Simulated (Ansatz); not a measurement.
Ti3C2:

```
Ti C
1.0
     3.06660    0.00000    0.00000
    -1.53330    2.65576    0.00000
     0.00000    0.00000   15.11715
Ti C
6 4
Direct
  0.00000 0.00000 0.50000
  0.00000 0.00000 0.00000
  0.33333 0.66667 0.65612
  0.66667 0.33333 0.15612
  0.66667 0.33333 0.34388
  0.33333 0.66667 0.84388
  0.33333 0.66667 0.08590
  0.66667 0.33333 0.58590
  0.33333 0.66667 0.41410
  0.66667 0.33333 0.91410
```

The cell comes from a database or a generator and needn't be the stable form of this composition.

Base run:

- Program: Ansatz 0.2.0
- Functional: PBEsol
- Potentials or basis: Ansatz PAW
- Cutoff: 420 eV (not typed: the program's choice for these potentials)
- k mesh: 10 × 10 × 2
- Occupations: fermi-dirac, width 0.05 eV
- Spin: no spin polarisation
- Hubbard terms: Ti d U = 1 eV

Its results: band gap on the k mesh none (metal or under the smearing width); pressure -3.7 GPa; largest force 0.287 eV/Å.

Task: The run is repeated on the same cell with these changes: hubbard terms from Ti d U = 1 eV to Ti d U = 8 eV. What comes out?

Result: Band gap on the k mesh none (metal or under the smearing width); pressure 9.0 GPa; largest force 0.359 eV/Å.

Caveats: U without spin polarisation on a metal has little footing; the PAW data sets come from PBE, with cores solved anew for the run's functional, which leaves a small shift of forces and pressure; the U is typed as a test and isn't derived for this compound; the density of states is complete only up to the lowest level of the last band computed.
